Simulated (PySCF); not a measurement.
**BNH3Br (SMILES NBBr): levels of theory compared**

Aim: a comparison of 6 runs (HF/STO-3G, HF/3-21G, B3LYP/6-31G*, PBE0/def2-SVP, TPSSh/pcseg-2, MP2/pcseg-2) of BNH3Br. The job is set up through a Python script.

The calculation is run with PySCF 2.14.0.

### 1 Starting point

BNH3Br: 6 atoms, total charge 0, spin state singlet. As SMILES, `NBBr`. The shape is that of a PBE0-D4/def2-TZVP optimisation.

Bond lengths: N1–B2 1.380 Å, B2–Br3 1.931 Å, N1–H4 1.006 Å, N1–H5 1.006 Å, B2–H6 1.190 Å. Angles: N1–B2–Br3 119.6°, N1–B2–H6 122.0°, Br3–B2–H6 118.4°, B2–N1–H4 122.1°, B2–N1–H5 123.3°, H4–N1–H5 114.6°.

### 2 Energy and forces at HF/STO-3G (run 1)

Contents of calc.py:

```python
# NBBr
import pyscf.grad
from pyscf import gto, scf

mol = gto.M(
    atom='''
N     -0.431613    -0.398165    -1.369485
B      0.465629    -0.078613     1.058436
Br     0.203712     3.188346     2.661679
H     -0.330513    -2.068683    -2.270506
H     -1.233424     0.999287    -2.379921
H      1.405767    -1.763303     2.212302
''',
    max_memory=1860,
    verbose=3,
    spin=0,
    charge=0,
    basis='sto-3g',
    unit='bohr',
)

mf = scf.RHF(mol)
mf.conv_tol = 1e-10
mf.kernel()
if not mf.converged:
    mf = mf.newton().run(mf.mo_coeff, mf.mo_occ)

etot = mf.e_tot
print('E = %.10f Eh' % etot)
grad = mf.Gradients().kernel()
dip = mf.dip_moment()
pop, q = mf.mulliken_pop()
```

Command:

```bash
$ OMP_NUM_THREADS=1 python calc.py
```

Standard output:

```text
converged SCF energy = -2624.60631045054
E = -2624.6063104505 Eh
--------------- RHF gradients ---------------
         x                y                z
0 N    -0.0102812277    -0.0006784895    -0.0257850382
1 B    -0.0041766925    -0.0039952209    -0.0129939636
2 Br    -0.0011526407     0.0142071197     0.0069257503
3 H     0.0006808739     0.0114018939     0.0095163999
4 H     0.0062000182    -0.0083407722     0.0095265270
5 H     0.0087296689    -0.0125945311     0.0128103246
----------------------------------------------
Dipole moment(X, Y, Z, Debye): -0.51695, -1.63840, -2.39843
 ** Mulliken pop  **
pop of  0 N 1s            1.99470
pop of  0 N 2s            1.47536
pop of  0 N 2px           1.59806
pop of  0 N 2py           1.14321
pop of  0 N 2pz           1.27766
pop of  1 B 1s            1.99056
pop of  1 B 2s            0.89542
pop of  1 B 2px           0.46020
pop of  1 B 2py           0.71996
pop of  1 B 2pz           0.64005
pop of  2 Br 1s           2.00000
pop of  2 Br 2s           1.99977
pop of  2 Br 3s           1.99950
pop of  2 Br 4s           1.94209
pop of  2 Br 2px          1.99998
pop of  2 Br 2py          1.99983
pop of  2 Br 2pz          1.99995
pop of  2 Br 3px          1.99879
pop of  2 Br 3py          1.99075
pop of  2 Br 3pz          1.99735
pop of  2 Br 4px          1.92682
pop of  2 Br 4py          1.45458
pop of  2 Br 4pz          1.84796
pop of  2 Br 3dxy         1.99986
pop of  2 Br 3dyz         1.99919
pop of  2 Br 3dz^2        1.99986
pop of  2 Br 3dxz         1.99996
pop of  2 Br 3dx2-y2      1.99922
pop of  3 H 1s            0.79468
pop of  4 H 1s            0.79316
pop of  5 H 1s            1.06151
 ** Mulliken atomic charges  **
charge of    0N =     -0.48899
charge of    1B =      0.29381
charge of    2Br =     -0.15548
charge of    3H =      0.20532
charge of    4H =      0.20684
charge of    5H =     -0.06151
```

It took 1.9 s on 1 thread of Intel Xeon at 2.70GHz, shared host; peak memory 0.12 GiB.

### 3 Energy and forces at HF/3-21G (run 2)

Contents of mol.xyz:

```xyz
6
BBrH3N
N     -0.228400    -0.210700    -0.724700
B      0.246400    -0.041600     0.560100
Br     0.107800     1.687200     1.408500
H     -0.174900    -1.094700    -1.201500
H     -0.652700     0.528800    -1.259400
H      0.743900    -0.933100     1.170700
```

Contents of input.py:

```python
# NBBr
import pyscf.grad
from pyscf import gto, scf

mol = gto.M(
    atom='mol.xyz',
    verbose=4,
    max_memory=1860,
    spin=0,
    basis='3-21g',
    charge=0,
)

mf = scf.RHF(mol)
mf.conv_tol = 1e-10
mf.kernel()
if not mf.converged:
    mf = mf.newton().run(mf.mo_coeff, mf.mo_occ)

energy = mf.e_tot
print('E = %.10f Eh' % energy)
grad = mf.Gradients().kernel()
mf.analyze()
```

Command:

```bash
$ OMP_NUM_THREADS=1 python input.py
```

Standard output:

```text
PySCF version 2.14.0

[... 76 lines left out ...]
Nuclear Repulsion Energy =             138.764387613996547
[... 11 lines left out ...]
MO #6   energy= -15.5023920053541  occ= 2
[... 9 lines left out ...]
MO #16  energy= -3.04862460341166  occ= 2
[... 9 lines left out ...]
MO #26  energy= 0.159571958838358  occ= 0
[... 9 lines left out ...]
MO #36  energy= 0.8903061205645    occ= 0
[... 9 lines left out ...]
MO #46  energy= 2.69315586041559   occ= 0
[... 55 lines left out ...]
Dipole moment(X, Y, Z, Debye): -0.60122, -1.87474, -2.76838
```

Run time: 1.6 s. Hardware: 1 thread of Intel Xeon at 2.70GHz, shared host; peak memory 0.12 GiB.

Runs 3 to 5 aren't shown in full; the table further down has their settings and results.

### 4 Energy and gradient at MP2/pcseg-2 (run 6)

Contents of calc.py:

```python
import pyscf.grad
from pyscf import gto, mp

system = gto.Mole()
system.atom = [
    ('N', (-0.228400, -0.210700, -0.724700)),
    ('B', (0.246400, -0.041600, 0.560100)),
    ('Br', (0.107800, 1.687200, 1.408500)),
    ('H', (-0.174900, -1.094700, -1.201500)),
    ('H', (-0.652700, 0.528800, -1.259400)),
    ('H', (0.743900, -0.933100, 1.170700)),
]
system.spin = 0
system.max_memory = 1860
system.charge = 0
system.verbose = 4
system.basis = 'pcseg-2'
system.build()

mf = system.RHF()
mf.conv_tol = 1e-10
mf.kernel()
if not mf.converged:
    mf = mf.newton().run(mf.mo_coeff, mf.mo_occ)

pt = mp.MP2(mf, frozen=11).run()
e_tot = pt.e_tot
print('Final energy', e_tot)
grad = pt.Gradients().kernel()
mf.analyze()
```

Command:

```bash
$ OMP_NUM_THREADS=1 python calc.py
```

Standard output:

```text
PySCF version 2.14.0

[... 104 lines left out ...]
MO #15  energy= -3.15044756760656  occ= 2
[... 25 lines left out ...]
MO #41  energy= 0.509828508770072  occ= 0
[... 25 lines left out ...]
MO #67  energy= 1.50299438358552   occ= 0
[... 25 lines left out ...]
MO #93  energy= 2.79276758929157   occ= 0
[... 25 lines left out ...]
MO #119 energy= 4.71861143104541   occ= 0
[... 25 lines left out ...]
MO #145 energy= 7.9855343764643    occ= 0
[... 154 lines left out ...]
Dipole moment(X, Y, Z, Debye): -0.46992, -1.67430, -2.30768
```

Run time: 2.5 min. Hardware: 1 thread of Intel Xeon at 2.70GHz, shared host; peak memory 2 GiB.

### 5 The series

| run | level | integration grid | frozen core orbitals | energy (Eh) | dipole moment (D) of the reference | HOMO energy (eV) | LUMO energy (eV) | wall time |
| --- | --- | --- | --- | --- | --- | --- | --- | --- |
| 1 | HF/STO-3G | – | – | -2624.606310 | 2.95 | -8.13 | 8.40 | 1.9 s |
| 2 | HF/3-21G | – | – | -2640.560009 | 3.40 | -10.62 | 4.34 | 1.6 s |
| 3 | B3LYP/6-31G* (spherical functions) | 5 | – | -2655.360761 | 3.13 | -7.58 | 0.24 | 24 s |
| 4 | PBE0/def2-SVP | 5 | – | -2654.873886 | 3.00 | -7.82 | 0.30 | 35 s |
| 5 | TPSSh/pcseg-2 | 5 | – | -2655.638402 | 2.87 | -7.38 | -0.44 | 2 min |
| 6 | MP2/pcseg-2 | – | 11 | -2653.965408 | 2.89 | -11.02 | 2.66 | 2.5 min |

### 6 What came out

| quantity | value |
| --- | --- |
| run 6: total energy | -2653.96541 Eh |
| run 6: dipole moment (Hartree–Fock density) | 2.89 D |
| run 6: HOMO energy (Hartree–Fock orbitals) | -11.02 eV |
| run 6: LUMO energy (Hartree–Fock orbitals) | 2.66 eV |
| run 6: HOMO–LUMO gap (Hartree–Fock orbitals) | 13.68 eV |
| run 6: correlation energy (11 core orbitals frozen) | -534.5 mEh |
| run 6: largest force on an atom | 0.363 eV/Å |

Over runs 1, 2, 3, 4, 5 the dipole moment (its size) runs from 2.87 D (TPSSh/pcseg-2) to 3.40 D (HF/3-21G). The two ends differ in method and basis. Over runs 1, 2, 3, 4, 5 the HOMO–LUMO gap runs from 6.94 eV (TPSSh/pcseg-2) to 16.53 eV (HF/STO-3G). Totals of different functionals can't be ranked against each other. In run 1 the basis is minimal, so the values are rough. All runs together took 5.6 min, the longest 2.5 min.
